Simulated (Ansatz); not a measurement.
**CH₄MoOS₂: how energies converge with the basis set**

How large a basis does CH₄MoOS₂ need? Two functionals are run in growing sets.

Computed with Ansatz 0.2.0, Gaussian basis. Level: one geometry, several basis sets.

Plan: PBE0-D4/def2-SVP; ωB97M-V/def2-SVP; PBE0-D4/def2-QZVPP; ωB97M-V/def2-QZVPP; the functionals' def2-TZVPP values are taken from earlier runs.

**1. Structure used throughout**

The geometry comes from an earlier relaxation with PBE0-D4 in a triple-zeta def2 set; it is a stationary point, not always the lowest conformer. Mo takes the def2 core potential; no spin-orbit term is included.

SMILES `[CH3][Mo]([OH])(=[S])=[S]`, 9 atoms, charge 0, spin multiplicity 1.

Atoms are counted from 1 here; the program's logs count them from 0.

Bond lengths: C1–Mo2 2.089 Å, C1–H6 1.094 Å, C1–H7 1.091 Å, C1–H8 1.093 Å, Mo2–O3 1.856 Å, Mo2–S4 2.095 Å, Mo2–S5 2.098 Å, O3–H9 0.962 Å. Angles: Mo2–C1–H6 107.7°, Mo2–C1–H7 111.3°, Mo2–C1–H8 108.4°, H6–C1–H7 109.5°, H6–C1–H8 110.4°, H7–C1–H8 109.6°, C1–Mo2–O3 108.3°, C1–Mo2–S4 104.6°, C1–Mo2–S5 104.5°, O3–Mo2–S4 114.6°, O3–Mo2–S5 113.1°, S4–Mo2–S5 110.9°, Mo2–O3–H9 123.2°.

**2. PBE0-D4 in def2-SVP**

File in.yaml:

```yaml
crystal:
  periodic: [false, false, false]
  atoms:
    - {symbol: C, position_ang: [-1.223986, 0.500387, -0.205386]}
    - {symbol: Mo, position_ang: [0.765106, -0.138024, -0.192148]}
    - {symbol: O, position_ang: [1.246861, -0.509269, 1.561319]}
    - {symbol: S, position_ang: [0.796723, -1.795447, -1.473670]}
    - {symbol: S, position_ang: [1.835633, 1.466740, -1.016671]}
    - {symbol: H, position_ang: [-1.294290, 1.380240, 0.440584]}
    - {symbol: H, position_ang: [-1.549269, 0.761167, -1.213100]}
    - {symbol: H, position_ang: [-1.848286, -0.308922, 0.183206]}
    - {symbol: H, position_ang: [1.360007, -1.403072, 1.898766]}
basis:
  gaussian: {orbitals: def2-SVP}
hamiltonian: {xc: pbe0, dispersion: d4}
output: {orbitals: {seedname: orbitals}}
```

Further steps of the session: ωB97M-V in def2-SVP; PBE0-D4 in def2-QZVPP; ωB97M-V in def2-QZVPP.

Q: Predict the results of all the runs planned. Wanted: PBE0-D4: double and triple zeta above quadruple; ωB97M-V: double and triple zeta above quadruple.

**Answer**, as computed:

```
                                       quantity           value
PBE0-D4: double and triple zeta above quadruple  12.86, 0.94 eV
ωB97M-V: double and triple zeta above quadruple  12.89, 0.90 eV
```

In words: PBE0-D4 gains 11.92 eV from double to triple zeta, then 0.94 eV more. Total energies overstate the basis error of differences, where much of it tends to cancel.
